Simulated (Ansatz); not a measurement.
# CH₃FOSi: up Jacob's ladder to CCSD(T)

The task here is to estimate one member of a computed series from the others.

Computed with Ansatz 0.2.0, Gaussian basis. Level: functionals in def2-TZVPP, the program's frozen cores in correlated methods.

The runs, in order: LDA (SPW92), PBE-D4, revPBE-D4, BLYP-D4, r2SCAN-D4, B97M-V, PBE0-D4, B3LYP-D4, r2SCANh-D4, r2SCAN0-D4, HSE06-D4, BHLYP-D4, CAM-B3LYP-D4, LC-ωPBE, ωB97X-V, ωB97M-V, B2PLYP, PBE-QIDH; CCSD(T)/def2-SVP; CCSD(T)/def2-TZVPP; MP2/def2-QZVPP; extrapolation to the limit; RPA on PBE.

**The geometry**

All runs share one geometry, relaxed beforehand with PBE0-D4 in a triple-zeta def2 set.

SMILES `O=C[SiH2]F`, 7 atoms, charge 0, spin multiplicity 1.

Atoms are counted from 1 here; the program's logs count them from 0.

Bond lengths: O1–C2 1.206 Å, C2–Si3 1.917 Å, C2–H5 1.115 Å, Si3–F4 1.600 Å, Si3–H6 1.480 Å, Si3–H7 1.480 Å. Angles: O1–C2–Si3 117.9°, O1–C2–H5 120.1°, Si3–C2–H5 122.0°, C2–Si3–F4 109.7°, C2–Si3–H6 108.7°, C2–Si3–H7 108.6°, F4–Si3–H6 109.1°, F4–Si3–H7 109.1°, H6–Si3–H7 111.7°.

Set-up of the first run:

The input, in.yaml:

```yaml
crystal:
  periodic: [false, false, false]
  atoms:
    - {symbol: O, position_ang: [0.583223, -1.732483, 0.865457]}
    - {symbol: C, position_ang: [0.178529, -1.135882, -0.101619]}
    - {symbol: Si, position_ang: [-0.104850, 0.753188, 0.062217]}
    - {symbol: F, position_ang: [-0.638922, 1.341154, -1.326283]}
    - {symbol: H, position_ang: [-0.019513, -1.682572, -1.052762]}
    - {symbol: H, position_ang: [-1.122375, 0.990370, 1.111028]}
    - {symbol: H, position_ang: [1.185206, 1.398127, 0.396062]}
basis:
  gaussian: {orbitals: def2-TZVPP}
hamiltonian: {xc: lda}
output: {orbitals: {seedname: orbitals}}
```

Run with:

```sh
$ ansatz run in.yaml --threads 2 --pin off --events-out ev --progress --plain --max-ram 4352MiB
```

Steps of the session up to this table: LDA; PBE-D4 (GGA); revPBE-D4 (GGA); BLYP-D4 (GGA); r2SCAN-D4 (meta-GGA); B97M-V (meta-GGA); B3LYP-D4 (hybrid); r2SCANh-D4 (hybrid); r2SCAN0-D4 (hybrid); HSE06-D4 (hybrid); BHLYP-D4 (hybrid); CAM-B3LYP-D4 (range-separated); LC-ωPBE (range-separated); ωB97X-V (range-separated); ωB97M-V (range-separated); B2PLYP (double hybrid); PBE-QIDH (double hybrid).

One of the session's tables, all rows but one given; the rest of the session is left out.

It belongs to the step «Orbital energies across the functionals». 

| functional | HOMO (eV) | LUMO (eV) | gap (eV) |
| --- | --- | --- | --- |
| LDA (SPW92) | -6.04 | -3.39 | 2.65 |
| PBE-D4 | -5.91 | -3.13 | 2.78 |
| revPBE-D4 | -5.85 | -3.03 | 2.82 |
| BLYP-D4 | -5.84 | -2.99 | 2.85 |
| r2SCAN-D4 | -6.18 | -2.94 | 3.24 |
| B97M-V | -6.36 | -2.90 | 3.46 |
| PBE0-D4 | -7.41 | -1.98 | 5.43 |
| B3LYP-D4 | -7.20 | -2.24 | 4.96 |
| r2SCANh-D4 | -6.75 | -2.51 | 4.24 |
| r2SCAN0-D4 | -7.61 | -1.88 | 5.73 |
| HSE06-D4 | -7.00 | -2.37 | 4.63 |
| BHLYP-D4 | -8.89 | -0.76 | 8.13 |
| CAM-B3LYP-D4 | -8.85 | -0.75 | 8.10 |
| LC-ωPBE | -10.11 | 0.52 | 10.63 |
| ωB97X-V | ? | ? | ? |
| ωB97M-V | -9.72 | 0.32 | 10.04 |

Estimate the missing values for ωB97X-V.

As computed: HOMO (eV): -9.81; LUMO (eV): 0.43; gap (eV): 10.24. In the column «HOMO (eV)» it lies between LC-ωPBE (-10.11) and ωB97M-V (-9.72).
